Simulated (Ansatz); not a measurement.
# CH5BClNO (SMILES NB(Cl)CO): BLYP/6-31G(d) (spherical functions)

What is the vertical singlet–triplet gap of CH5BClNO at BLYP/6-31G* (spherical functions)? 

The results are computed with Ansatz 0.2.0.

141 further runs of the same task are left out: 141 set aside as unsound or not needed.

## (1) Starting point

CH5BClNO: 10 atoms, total charge 0, spin state singlet. SMILES: `NB(Cl)CO`. The coordinates come from a PBE0-D4/def2-TZVP relaxation. This is a higher conformer, about 10 kJ/mol above the lowest found by a separate search.

Bond lengths: N1–B2 1.386 Å, B2–Cl3 1.784 Å, B2–C4 1.577 Å, C4–O5 1.413 Å, N1–H6 1.005 Å, N1–H7 1.006 Å, C4–H8 1.096 Å, C4–H9 1.105 Å, O5–H10 0.962 Å. Some angles: N1–B2–Cl3 118.3°, N1–B2–C4 123.5°, Cl3–B2–C4 118.2°, B2–C4–O5 116.0°, B2–N1–H6 123.2°, B2–N1–H7 122.4°, B2–C4–H8 109.8°, B2–C4–H9 107.4°, O5–C4–H8 107.3°, O5–C4–H9 110.4°.

## (2) A single-point energy at BLYP/6-31G(d) (spherical functions)

File job.yaml:

```yaml
crystal:
  periodic: [false, false, false]
  atoms:
    - symbol: "N"
      position_ang: [-1.481300, 0.770100, 0.263800]
    - symbol: B
      position_ang: [-0.131200, 0.458300, 0.272600]
    - symbol: Cl
      position_ang: [0.978400, 1.531400, 1.166200]
    - symbol: C
      position_ang: [0.484800, -0.764800, -0.509200]
    - symbol: O
      position_ang: [1.724500, -1.243900, -0.030200]
    - symbol: H
      position_ang: [-1.860400, 1.585400, 0.713900]
    - symbol: H
      position_ang: [-2.164100, 0.196600, -0.201200]
    - symbol: H
      position_ang: [-0.217400, -1.606600, -0.495200]
    - symbol: H
      position_ang: [0.570000, -0.469000, -1.570200]
    - symbol: H
      position_ang: [2.179800, -0.508700, 0.392200]
basis:
  gaussian: {orbitals: 6-31G_st_-spherical.json}
hamiltonian: {xc: {name: BLYP}}
accuracy: high
output: {orbitals: {seedname: orbitals}}
```

The basis set 6-31G* is read from a file made from the Basis Set Exchange's data (not shown).

On the command line:

```
$ ansatz run job.yaml --threads 1 --pin off --max-ram 3480MiB --events-out events.jsonl --progress --plain --runs-dir runs
```

Output:

```text
Warning: RAYON_NUM_THREADS=1 ignored (pool sized by the plan → 1); use --threads N
Functional definition: BLYP
  name "BLYP"
  parameter beta = 0.0042
  parameter a = 0.04918
  parameter b = 0.132
  parameter c = 0.2533
  parameter d = 0.349
  exchange = b88_x(beta = beta)
  correlation = lyp_c(a = a, b = b, c = c, d = d)
1985 factors; integrals over basis functions are off by at most 4.5e-9 eV
mean field evaluation 1: about -17841.8875 eV, gradient 7.6e1 eV
mean field evaluation 2: about -17814.6191 eV, gradient 1.3e2 eV
mean field evaluation 4: about -17853.4539 eV, gradient 7.4e0 eV
mean field evaluation 8: about -17853.5733 eV, gradient 4.4e-1 eV
mean field evaluation 16: about -17853.5739 eV, gradient 2.0e-5 eV
mean field -17853.57386378 eV, -656.1067379068 hartree, gradient 5.8e-8 eV, S^2 0.000000; 0 other end points of the search recorded, 0 dependent functions left out
reference -17853.57391364 eV, -656.1067397393 hartree; 24, 24 occupied and 60, 60 virtual orbitals, 1985 factors
Total energy: -17853.57391364 eV, -656.1067397393 hartree
```

Wall time 6 s (1 thread of Arm Neoverse V2, shared host); peak memory 0.22 GiB.

## (3) The triplet at the same level

File molecule.yaml:

```yaml
basis:
  gaussian:
    orbitals: 6-31G_st_-spherical.json
crystal:
  periodic: [false, false, false]
  atoms:
    - symbol: "N"
      position_ang: [-1.481300, 0.770100, 0.263800]
    - symbol: B
      position_ang: [-0.131200, 0.458300, 0.272600]
    - symbol: Cl
      position_ang: [0.978400, 1.531400, 1.166200]
    - symbol: C
      position_ang: [0.484800, -0.764800, -0.509200]
    - symbol: O
      position_ang: [1.724500, -1.243900, -0.030200]
    - symbol: H
      position_ang: [-1.860400, 1.585400, 0.713900]
    - symbol: H
      position_ang: [-2.164100, 0.196600, -0.201200]
    - symbol: H
      position_ang: [-0.217400, -1.606600, -0.495200]
    - symbol: H
      position_ang: [0.570000, -0.469000, -1.570200]
    - symbol: H
      position_ang: [2.179800, -0.508700, 0.392200]
magnetization:
  spin_polarized: true
  initial_magnetization: 2
hamiltonian:
  xc: {name: BLYP}
accuracy: high
output:
  orbitals: {seedname: orbitals}
```

The basis set 6-31G* is read from a file made from the Basis Set Exchange's data (not shown).

On the command line:

```
$ ansatz run molecule.yaml --threads 1 --pin off --max-ram 3480MiB --events-out events.jsonl --progress --plain --runs-dir runs
```

Output, shortened:

```text
Warning: RAYON_NUM_THREADS=1 ignored (pool sized by the plan → 1); use --threads N
[... 9 set-up lines as earlier in the session ...]
1986 factors; integrals over basis functions are off by at most 4.5e-9 eV
mean field evaluation 1: about -17828.9230 eV, gradient 6.1e1 eV
mean field evaluation 2: about -17759.8132 eV, gradient 1.3e2 eV
mean field evaluation 4: about -17845.2542 eV, gradient 2.5e1 eV
mean field evaluation 8: about -17847.8663 eV, gradient 1.7e0 eV
mean field evaluation 16: about -17847.8736 eV, gradient 8.1e-5 eV
mean field evaluation 32: about -17840.8117 eV, gradient 2.2e1 eV
mean field evaluation 64: about -17846.9799 eV, gradient 2.5e0 eV
mean field -17847.87360976 eV, -655.8972574355 hartree, gradient 2.7e-8 eV, S^2 2.003396; 6 other end points of the search recorded, 0 dependent functions left out
reference -17847.87366035 eV, -655.8972592947 hartree; 25, 23 occupied and 59, 61 virtual orbitals, 1986 factors
Total energy: -17847.87366035 eV, -655.8972592947 hartree
```

Wall time 20 s (1 thread of Arm Neoverse V2, shared host); peak memory 0.3 GiB.

## (4) Summary of results

Level: BLYP/6-31G* (spherical functions).

| quantity | value |
| --- | --- |
| singlet: total energy | -656.10674 Eh |
| singlet: HOMO energy | -5.21 eV |
| singlet: LUMO energy | -0.13 eV |
| singlet: HOMO–LUMO gap | 5.09 eV |
| triplet: total energy | -655.89726 Eh |
| triplet: HOMO energy (highest over α and β) | -0.12 eV |
| triplet: ⟨S²⟩ | 2.003 |
| vertical energy of the triplet above the singlet | 5.700 eV |

At this shape the triplet lies 5.70 eV (550 kJ/mol) above the singlet.
